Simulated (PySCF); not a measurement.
# CH₆B₂O: NMR shifts at several levels of theory, part 1 of 2

How much do the NMR shifts of CH₆B₂O (`BOBC`) depend on the level of theory, and what does each level cost?

The runs use PySCF 2.14.0, with density-fitted response routines of our own; the level of theory stands in each step. All values are computed, except where a source is named. Atoms are numbered from 0 throughout.

### 1 Starting geometry

10 atoms, charge 0, multiplicity 1; geometry from: PBE0-D3(BJ)/def2-SVP.

Bonds of the start (Å): B0–O1 1.33, O1–B2 1.34, B2–C3 1.56, B0–H4 1.21, B0–H5 1.21, B2–H6 1.21, C3–H7 1.10, C3–H8 1.10, C3–H9 1.10.

### 2 Nuclear shieldings: PBE0/pcSseg-2

The job: settings as JSON, then the geometry in Å.

```
{"job": {"kind": "nmr", "xc": "PBE0", "basis": "pcSseg-2", "pop": false}, "charge": 0, "multiplicity": 1}
B      2.231594    -0.387610     0.237608
O      1.056999     0.134421    -0.108633
B     -0.130028     0.651699    -0.462469
C     -1.452259    -0.174274    -0.328057
H      2.614438    -0.251345     1.378302
H      2.874815    -0.982529    -0.598334
H     -0.120371     1.787523    -0.890443
H     -1.922209    -0.280524    -1.321134
H     -1.313819    -1.173830     0.108237
H     -2.180576     0.387229     0.281577
```

Level: GIAO PBE0/pcSseg-2 NMR shielding, non-relativistic, gas phase.

Run with:

```sh
$ OMP_NUM_THREADS=1 python probes_run.py task.json out
```

This one command runs all jobs of the session in turn.

Output:

```text
coarse grid: 8064 points
cycle   1  E = -166.4811085274  dE =  2.065e-01  |g| = 6.435e-01  |ddm| = 1.988e+00
cycle   2  E = -166.3412240563  dE =  1.399e-01  |g| = 1.074e+00  |ddm| = 7.412e-01
cycle   3  E = -166.5579118690  dE = -2.167e-01  |g| = 1.150e-01  |ddm| = 4.724e-01
cycle   4  E = -166.5604463667  dE = -2.534e-03  |g| = 3.573e-02  |ddm| = 7.080e-02
cycle   5  E = -166.5607547760  dE = -3.084e-04  |g| = 4.553e-03  |ddm| = 2.240e-02
cycle   6  E = -166.5607602306  dE = -5.455e-06  |g| = 1.466e-03  |ddm| = 6.317e-03
final grid: 77064 points
cycle   7  E = -166.5641333333  dE = -8.325e-05  |g| = 7.320e-03  |ddm| = 5.217e-02
cycle   8  E = -166.5641229717  dE =  1.036e-05  |g| = 1.063e-02  |ddm| = 9.069e-03
cycle   9  E = -166.5641444977  dE = -2.153e-05  |g| = 1.244e-03  |ddm| = 4.787e-03
cycle  10  E = -166.5641448234  dE = -3.257e-07  |g| = 2.496e-04  |ddm| = 9.230e-04
cycle  11  E = -166.5641448353  dE = -1.184e-08  |g| = 6.211e-05  |ddm| = 2.635e-04
cycle  12  E = -166.5641448364  dE = -1.176e-09  |g| = 7.580e-06  |ddm| = 9.264e-05
cycle  13  E = -166.5641448364  dE = -1.091e-11  |g| = 1.473e-06  |ddm| = 5.925e-06
converged SCF energy = -166.5641448364

GIAO shielding tensors (ppm)
atom      isotropic    diamagn.    paramagn.     s11        s22        s33       span
  0 B       55.911     194.602    -138.691      9.646     53.349    104.738     95.092
  1 O       -7.652     407.680    -415.333   -143.061     24.788     95.316    238.377
  2 B       51.955     195.086    -143.130     -4.925     61.497     99.294    104.219
  3 C      174.328     245.215     -70.887    156.914    173.961    192.108     35.194
  4 H       25.792      29.385      -3.593     25.287     25.721     26.367      1.080
  5 H       25.791      28.819      -3.028     25.285     25.730     26.357      1.073
  6 H       25.693      28.604      -2.911     24.299     24.539     28.242      3.943
  7 H       30.521      28.690       1.831     27.488     28.281     35.793      8.305
  8 H       30.900      31.092      -0.191     27.753     28.971     35.977      8.224
  9 H       30.488      29.117       1.371     27.464     28.247     35.753      8.290
```

Wall time 16 s (1 thread of Arm Neoverse V1, shared host); peak memory 1.1 GiB.

The references, computed at this level on geometries of the same kind, shield at (ppm): ¹H TMS 31.25, ¹³C TMS 184.1, ¹⁷O H2O 328.2, ¹¹B BF3·OEt2 99.1. Their shielding less the atom's gives the shift. The references are single molecules in the gas phase, so shifts against H2O, NH3, PH3, H3PO4 or CFCl3 are not on the usual liquid scales and can be off by tens of ppm. Atoms listed in one row are averaged.

| atoms | environment | σ (ppm) | δ (ppm) |
| --- | --- | --- | --- |
| C3 | methyl carbon bonded to B | 174.3 | 9.8 |
| H6 | hydrogen on a boron bonded to C, O | 25.69 | 5.55 |
| H4, H5 | hydrogen on a boron bonded to O | 25.79 | 5.45 |
| H7, H8, H9 | hydrogen on a methyl carbon bonded to B | 30.64 | 0.61 |
| B2 | boron bonded to C, O, H | 52.0 | 47.1 |
| B0 | boron bonded to O, 2 H | 55.9 | 43.2 |
| O1 | oxygen bonded to 2 B | -7.7 | 335.8 |

### 3 Shielding tensors: mPW1PW91/pcSseg-2

Same as in step 2 but for these lines:

```diff
@@ -1,2 +1,2 @@
-{"job": {"kind": "nmr", "xc": "PBE0", "basis": "pcSseg-2", "pop": false}, "charge": 0, "multiplicity": 1}
+{"job": {"kind": "nmr", "xc": "mPW1PW91", "basis": "pcSseg-2", "pop": false}, "charge": 0, "multiplicity": 1}
 B      2.231594    -0.387610     0.237608
```

Level: GIAO mPW1PW91/pcSseg-2 NMR shielding, non-relativistic, gas phase.

Output:

```text
coarse grid: 8064 points
cycle   1  E = -166.6441505840  dE =  2.073e-01  |g| = 6.618e-01  |ddm| = 1.960e+00
cycle   2  E = -166.4960171987  dE =  1.481e-01  |g| = 1.104e+00  |ddm| = 7.526e-01
cycle   3  E = -166.7243233603  dE = -2.283e-01  |g| = 1.176e-01  |ddm| = 4.848e-01
cycle   4  E = -166.7269629050  dE = -2.640e-03  |g| = 3.709e-02  |ddm| = 7.205e-02
cycle   5  E = -166.7272956490  dE = -3.327e-04  |g| = 4.554e-03  |ddm| = 2.305e-02
cycle   6  E = -166.7273010343  dE = -5.385e-06  |g| = 1.525e-03  |ddm| = 6.239e-03
final grid: 77064 points
cycle   7  E = -166.7307557748  dE = -8.210e-05  |g| = 5.468e-03  |ddm| = 5.032e-02
cycle   8  E = -166.7307514671  dE =  4.308e-06  |g| = 7.380e-03  |ddm| = 7.345e-03
cycle   9  E = -166.7307623565  dE = -1.089e-05  |g| = 1.003e-03  |ddm| = 3.660e-03
cycle  10  E = -166.7307625494  dE = -1.928e-07  |g| = 2.808e-04  |ddm| = 7.603e-04
cycle  11  E = -166.7307625642  dE = -1.481e-08  |g| = 5.497e-05  |ddm| = 2.226e-04
cycle  12  E = -166.7307625651  dE = -9.175e-10  |g| = 5.854e-06  |ddm| = 8.118e-05
converged SCF energy = -166.7307625651

GIAO shielding tensors (ppm)
atom      isotropic    diamagn.    paramagn.     s11        s22        s33       span
  0 B       56.222     194.645    -138.423     10.548     53.563    104.556     94.009
  1 O       -5.015     408.101    -413.116   -138.898     27.163     96.689    235.588
  2 B       52.106     195.197    -143.091     -4.437     61.697     99.059    103.496
  3 C      173.759     245.391     -71.632    156.526    173.479    191.273     34.748
  4 H       25.879      29.442      -3.563     25.373     25.796     26.468      1.095
  5 H       25.878      28.878      -3.000     25.371     25.806     26.458      1.087
  6 H       25.780      28.619      -2.839     24.417     24.628     28.294      3.877
  7 H       30.574      28.688       1.887     27.557     28.350     35.816      8.259
  8 H       30.947      31.110      -0.162     27.803     29.048     35.991      8.188
  9 H       30.542      29.119       1.423     27.533     28.317     35.777      8.244
```

Wall time 16 s (1 thread of Arm Neoverse V1, shared host); peak memory 1 GiB.

Key values: δ C3 9.8, B2 47.0, B0 42.9, O1 332.1, H6 5.51, H4 5.41 ppm (means over like atoms).

### 4 Nuclear shieldings: WP04/pcSseg-2

Same as in step 3 but for these lines:

```diff
@@ -1,2 +1,2 @@
-{"job": {"kind": "nmr", "xc": "mPW1PW91", "basis": "pcSseg-2", "pop": false}, "charge": 0, "multiplicity": 1}
+{"job": {"kind": "nmr", "xc": "WP04", "basis": "pcSseg-2", "pop": false}, "charge": 0, "multiplicity": 1}
 B      2.231594    -0.387610     0.237608
```

Level: GIAO WP04/pcSseg-2 NMR shielding, non-relativistic, gas phase.

Output:

```text
coarse grid: 8064 points
cycle   1  E = -170.7218781005  dE =  1.890e-01  |g| = 1.023e+00  |ddm| = 1.935e+00
cycle   2  E = -170.1170806949  dE =  6.048e-01  |g| = 1.968e+00  |ddm| = 1.198e+00
cycle   3  E = -170.8937646486  dE = -7.767e-01  |g| = 2.739e-01  |ddm| = 8.993e-01
cycle   4  E = -170.9072992627  dE = -1.353e-02  |g| = 1.047e-01  |ddm| = 1.869e-01
cycle   5  E = -170.9099314526  dE = -2.632e-03  |g| = 1.254e-02  |ddm| = 6.709e-02
cycle   6  E = -170.9099705733  dE = -3.912e-05  |g| = 4.879e-03  |ddm| = 1.880e-02
cycle   7  E = -170.9099767251  dE = -6.152e-06  |g| = 7.802e-04  |ddm| = 5.831e-03
final grid: 77064 points
cycle   8  E = -170.9187587688  dE = -1.546e-04  |g| = 6.089e-03  |ddm| = 6.911e-02
cycle   9  E = -170.9187551881  dE =  3.581e-06  |g| = 7.142e-03  |ddm| = 8.953e-03
cycle  10  E = -170.9187676816  dE = -1.249e-05  |g| = 6.177e-04  |ddm| = 4.477e-03
cycle  11  E = -170.9187677125  dE = -3.090e-08  |g| = 5.731e-04  |ddm| = 9.212e-04
cycle  12  E = -170.9187677703  dE = -5.789e-08  |g| = 1.288e-04  |ddm| = 2.653e-04
cycle  13  E = -170.9187677739  dE = -3.605e-09  |g| = 1.867e-05  |ddm| = 1.482e-04
cycle  14  E = -170.9187677740  dE = -7.526e-11  |g| = 4.743e-06  |ddm| = 1.979e-05
converged SCF energy = -170.9187677740

GIAO shielding tensors (ppm)
atom      isotropic    diamagn.    paramagn.     s11        s22        s33       span
  0 B       52.968     193.031    -140.063     10.698     50.500     97.706     87.008
  1 O       23.551     397.958    -374.406    -90.908     51.262    110.300    201.209
  2 B       47.723     193.013    -145.290     -6.813     58.215     91.768     98.581
  3 C      163.616     244.383     -80.767    148.718    163.255    178.874     30.156
  4 H       26.856      29.889      -3.033     26.305     26.643     27.619      1.314
  5 H       26.855      29.415      -2.560     26.304     26.654     27.608      1.304
  6 H       26.744      29.559      -2.815     25.597     25.706     28.928      3.331
  7 H       30.933      29.145       1.789     28.136     28.884     35.779      7.643
  8 H       31.278      31.331      -0.053     28.268     29.658     35.908      7.639
  9 H       30.905      29.556       1.349     28.115     28.849     35.750      7.636
```

Wall time 17 s (1 thread of Arm Neoverse V1, shared host); peak memory 0.93 GiB.

Key values: δ C3 8.5, B2 46.5, B0 41.2, O1 290.5, H6 4.87, H4 4.76 ppm (means over like atoms).

### 5 Shielding tensors: B97-2/pcSseg-2

Same as in step 4 but for these lines:

```diff
@@ -1,2 +1,2 @@
-{"job": {"kind": "nmr", "xc": "WP04", "basis": "pcSseg-2", "pop": false}, "charge": 0, "multiplicity": 1}
+{"job": {"kind": "nmr", "xc": "B97-2", "basis": "pcSseg-2", "pop": false}, "charge": 0, "multiplicity": 1}
 B      2.231594    -0.387610     0.237608
```

Level: GIAO B97-2/pcSseg-2 NMR shielding, non-relativistic, gas phase.

Output:

```text
coarse grid: 8064 points
cycle   1  E = -166.6247723201  dE =  1.947e-01  |g| = 6.790e-01  |ddm| = 1.963e+00
cycle   2  E = -166.4471630936  dE =  1.776e-01  |g| = 1.170e+00  |ddm| = 7.915e-01
cycle   3  E = -166.7091036967  dE = -2.619e-01  |g| = 1.270e-01  |ddm| = 5.237e-01
cycle   4  E = -166.7122391402  dE = -3.135e-03  |g| = 4.099e-02  |ddm| = 8.016e-02
cycle   5  E = -166.7126478275  dE = -4.087e-04  |g| = 5.158e-03  |ddm| = 2.573e-02
cycle   6  E = -166.7126546398  dE = -6.812e-06  |g| = 1.887e-03  |ddm| = 6.938e-03
final grid: 77064 points
cycle   7  E = -166.7166773922  dE = -1.050e-04  |g| = 4.591e-03  |ddm| = 4.842e-02
cycle   8  E = -166.7166744791  dE =  2.913e-06  |g| = 6.278e-03  |ddm| = 7.794e-03
cycle   9  E = -166.7166820032  dE = -7.524e-06  |g| = 9.357e-04  |ddm| = 3.440e-03
cycle  10  E = -166.7166821773  dE = -1.741e-07  |g| = 3.137e-04  |ddm| = 9.811e-04
cycle  11  E = -166.7166821972  dE = -1.989e-08  |g| = 7.218e-05  |ddm| = 2.297e-04
cycle  12  E = -166.7166821987  dE = -1.465e-09  |g| = 8.609e-06  |ddm| = 8.599e-05
cycle  13  E = -166.7166821987  dE = -1.648e-11  |g| = 2.598e-06  |ddm| = 8.649e-06
converged SCF energy = -166.7166821987

GIAO shielding tensors (ppm)
atom      isotropic    diamagn.    paramagn.     s11        s22        s33       span
  0 B       59.091     194.905    -135.814     16.076     56.422    104.775     88.699
  1 O        6.369     408.491    -402.122   -121.679     36.426    104.360    226.039
  2 B       54.865     195.545    -140.681      0.744     64.554     99.297     98.553
  3 C      174.115     245.496     -71.381    157.896    173.373    191.075     33.180
  4 H       26.025      29.523      -3.498     25.485     25.953     26.637      1.152
  5 H       26.024      28.915      -2.890     25.483     25.964     26.625      1.142
  6 H       25.921      28.709      -2.788     24.619     24.739     28.406      3.787
  7 H       30.645      28.698       1.947     27.670     28.430     35.835      8.165
  8 H       31.030      31.290      -0.260     27.911     29.144     36.035      8.123
  9 H       30.615      29.163       1.453     27.646     28.398     35.803      8.157
```

Run time: 16 s. Hardware: 1 thread of Arm Neoverse V1, shared host; peak memory 1.2 GiB.

In short: δ C3 9.3, B2 45.3, B0 41.0, O1 319.9, H6 5.44, H4 5.33 ppm (means over like atoms).

### 6 Shielding tensors: BHandHLYP/pcSseg-2

Same as in step 5 but for these lines:

```diff
@@ -1,2 +1,2 @@
-{"job": {"kind": "nmr", "xc": "B97-2", "basis": "pcSseg-2", "pop": false}, "charge": 0, "multiplicity": 1}
+{"job": {"kind": "nmr", "xc": "BHandHLYP", "basis": "pcSseg-2", "pop": false}, "charge": 0, "multiplicity": 1}
 B      2.231594    -0.387610     0.237608
```

With the program's defaults for keys left out, this is: GIAO BHandHLYP/pcSseg-2 NMR shielding, non-relativistic, gas phase.

Output:

```text
coarse grid: 8064 points
cycle   1  E = -166.6163995373  dE =  2.687e-01  |g| = 5.985e-01  |ddm| = 1.934e+00
cycle   2  E = -166.5916175304  dE =  2.478e-02  |g| = 7.317e-01  |ddm| = 5.586e-01
cycle   3  E = -166.6851980572  dE = -9.358e-02  |g| = 5.957e-02  |ddm| = 3.019e-01
cycle   4  E = -166.6858021036  dE = -6.040e-04  |g| = 2.818e-02  |ddm| = 5.181e-02
cycle   5  E = -166.6859965470  dE = -1.944e-04  |g| = 1.741e-03  |ddm| = 1.938e-02
cycle   6  E = -166.6859974614  dE = -9.143e-07  |g| = 5.886e-04  |ddm| = 2.582e-03
final grid: 77064 points
cycle   7  E = -166.6905212247  dE = -3.547e-05  |g| = 2.417e-03  |ddm| = 3.035e-02
cycle   8  E = -166.6905215929  dE = -3.682e-07  |g| = 1.966e-03  |ddm| = 2.813e-03
cycle   9  E = -166.6905224338  dE = -8.408e-07  |g| = 2.882e-04  |ddm| = 1.075e-03
cycle  10  E = -166.6905224418  dE = -8.040e-09  |g| = 1.743e-04  |ddm| = 1.818e-04
cycle  11  E = -166.6905224477  dE = -5.916e-09  |g| = 1.443e-05  |ddm| = 7.835e-05
cycle  12  E = -166.6905224478  dE = -5.781e-11  |g| = 3.192e-06  |ddm| = 1.360e-05
converged SCF energy = -166.6905224478

GIAO shielding tensors (ppm)
atom      isotropic    diamagn.    paramagn.     s11        s22        s33       span
  0 B       59.867     192.145    -132.278     14.903     58.246    106.451     91.548
  1 O       15.645     410.912    -395.267   -118.800     49.385    116.351    235.150
  2 B       55.532     192.540    -137.008     -0.426     66.045    100.976    101.403
  3 C      174.551     242.533     -67.982    158.245    173.231    192.177     33.931
  4 H       26.237      29.381      -3.144     25.556     26.185     26.971      1.414
  5 H       26.237      28.837      -2.600     25.556     26.196     26.959      1.403
  6 H       26.161      28.631      -2.470     24.806     25.052     28.625      3.820
  7 H       30.748      28.866       1.882     27.664     28.551     36.030      8.366
  8 H       31.115      31.093       0.022     27.879     29.242     36.223      8.344
  9 H       30.715      29.249       1.466     27.640     28.507     35.999      8.359
```

Run time: 16 s. Hardware: 1 thread of Arm Neoverse V1, shared host; peak memory 1.1 GiB.

In short: δ C3 9.7, B2 48.0, B0 43.7, O1 311.0, H6 5.29, H4 5.21 ppm (means over like atoms).

### 7 Shielding tensors: CAM-B3LYP/pcSseg-2

Same as in step 6 but for these lines:

```diff
@@ -1,2 +1,2 @@
-{"job": {"kind": "nmr", "xc": "BHandHLYP", "basis": "pcSseg-2", "pop": false}, "charge": 0, "multiplicity": 1}
+{"job": {"kind": "nmr", "xc": "CAM-B3LYP", "basis": "pcSseg-2", "pop": false}, "charge": 0, "multiplicity": 1}
 B      2.231594    -0.387610     0.237608
```

Level: GIAO CAM-B3LYP/pcSseg-2 NMR shielding, non-relativistic, gas phase.

Output:

```text
coarse grid: 8064 points
cycle   1  E = -166.6071471071  dE =  2.775e-01  |g| = 6.660e-01  |ddm| = 1.945e+00
cycle   2  E = -166.5415848319  dE =  6.556e-02  |g| = 9.295e-01  |ddm| = 6.263e-01
cycle   3  E = -166.6892659262  dE = -1.477e-01  |g| = 6.846e-02  |ddm| = 3.620e-01
cycle   4  E = -166.6901087299  dE = -8.428e-04  |g| = 3.268e-02  |ddm| = 5.240e-02
cycle   5  E = -166.6903630692  dE = -2.543e-04  |g| = 2.959e-03  |ddm| = 2.190e-02
cycle   6  E = -166.6903655225  dE = -2.453e-06  |g| = 8.591e-04  |ddm| = 3.999e-03
final grid: 77064 points
cycle   7  E = -166.6963497083  dE = -6.279e-05  |g| = 3.244e-03  |ddm| = 3.662e-02
cycle   8  E = -166.6963501379  dE = -4.296e-07  |g| = 2.844e-03  |ddm| = 3.681e-03
cycle   9  E = -166.6963518810  dE = -1.743e-06  |g| = 4.141e-04  |ddm| = 1.497e-03
cycle  10  E = -166.6963518944  dE = -1.339e-08  |g| = 2.779e-04  |ddm| = 2.689e-04
cycle  11  E = -166.6963519085  dE = -1.418e-08  |g| = 2.008e-05  |ddm| = 1.147e-04
cycle  12  E = -166.6963519087  dE = -1.136e-10  |g| = 4.379e-06  |ddm| = 2.148e-05
converged SCF energy = -166.6963519087

GIAO shielding tensors (ppm)
atom      isotropic    diamagn.    paramagn.     s11        s22        s33       span
  0 B       53.250     192.001    -138.751      4.147     51.136    104.466    100.320
  1 O       -5.513     405.206    -410.719   -145.086     28.410    100.136    245.222
  2 B       49.130     192.126    -142.997    -10.243     58.913     98.720    108.963
  3 C      172.841     242.019     -69.178    155.408    171.786    191.330     35.923
  4 H       25.939      29.293      -3.353     25.384     25.856     26.578      1.195
  5 H       25.939      28.856      -2.917     25.382     25.864     26.569      1.187
  6 H       25.863      28.749      -2.887     24.538     24.672     28.378      3.839
  7 H       30.602      28.970       1.633     27.586     28.439     35.781      8.195
  8 H       30.985      30.785       0.200     27.856     29.100     35.998      8.142
  9 H       30.569      29.274       1.294     27.562     28.400     35.744      8.182
```

Run time: 22 s. Hardware: 1 thread of Arm Neoverse V1, shared host; peak memory 1 GiB.

This run: δ C3 9.7, B2 48.7, B0 44.6, O1 335.3, H6 5.47, H4 5.40 ppm (means over like atoms).

### 8 NMR shieldings: wB97X-D/pcSseg-2

Same as in step 7 but for these lines:

```diff
@@ -1,2 +1,2 @@
-{"job": {"kind": "nmr", "xc": "CAM-B3LYP", "basis": "pcSseg-2", "pop": false}, "charge": 0, "multiplicity": 1}
+{"job": {"kind": "nmr", "xc": "wB97X-D", "basis": "pcSseg-2", "pop": false}, "charge": 0, "multiplicity": 1}
 B      2.231594    -0.387610     0.237608
```

With the program's defaults for keys left out, this is: GIAO wB97X-D/pcSseg-2 NMR shielding, non-relativistic, gas phase.

Output:

```text
coarse grid: 8064 points
cycle   1  E = -166.6418912440  dE =  3.021e-01  |g| = 6.562e-01  |ddm| = 1.937e+00
cycle   2  E = -166.6100283816  dE =  3.186e-02  |g| = 8.224e-01  |ddm| = 5.470e-01
cycle   3  E = -166.7227394622  dE = -1.127e-01  |g| = 5.418e-02  |ddm| = 3.050e-01
cycle   4  E = -166.7233657958  dE = -6.263e-04  |g| = 2.788e-02  |ddm| = 5.136e-02
cycle   5  E = -166.7235559677  dE = -1.902e-04  |g| = 2.722e-03  |ddm| = 1.966e-02
cycle   6  E = -166.7235588687  dE = -2.901e-06  |g| = 6.290e-04  |ddm| = 4.814e-03
final grid: 77064 points
cycle   7  E = -166.7240457747  dE = -2.072e-04  |g| = 5.447e-03  |ddm| = 6.699e-02
cycle   8  E = -166.7240491892  dE = -3.415e-06  |g| = 3.922e-03  |ddm| = 7.498e-03
cycle   9  E = -166.7240523387  dE = -3.150e-06  |g| = 7.796e-04  |ddm| = 2.035e-03
cycle  10  E = -166.7240524155  dE = -7.676e-08  |g| = 4.663e-04  |ddm| = 7.727e-04
cycle  11  E = -166.7240524570  dE = -4.148e-08  |g| = 5.522e-05  |ddm| = 2.307e-04
cycle  12  E = -166.7240524583  dE = -1.268e-09  |g| = 1.504e-05  |ddm| = 9.524e-05
cycle  13  E = -166.7240524584  dE = -1.244e-10  |g| = 3.971e-06  |ddm| = 3.170e-05
converged SCF energy = -166.7240524584

GIAO shielding tensors (ppm)
atom      isotropic    diamagn.    paramagn.     s11        s22        s33       span
  0 B       57.941     194.821    -136.880     12.468     55.531    105.825     93.356
  1 O        9.235     406.393    -397.157   -126.694     43.211    111.189    237.883
  2 B       53.709     195.237    -141.528     -2.528     63.435    100.221    102.749
  3 C      175.121     244.883     -69.762    158.292    174.821    192.250     33.958
  4 H       26.016      29.462      -3.446     25.454     25.956     26.638      1.185
  5 H       26.017      28.897      -2.880     25.454     25.969     26.627      1.173
  6 H       25.927      28.641      -2.714     24.639     24.715     28.426      3.786
  7 H       30.651      28.803       1.848     27.589     28.404     35.959      8.369
  8 H       31.021      31.164      -0.143     27.802     29.126     36.134      8.332
  9 H       30.621      29.219       1.402     27.567     28.373     35.922      8.355
```

Run time: 21 s. Hardware: 1 thread of Arm Neoverse V1, shared host; peak memory 1.2 GiB.

Key values: δ C3 9.3, B2 46.2, B0 42.0, O1 317.6, H6 5.43, H4 5.34 ppm (means over like atoms).

(Continued in part 2 of 2.)
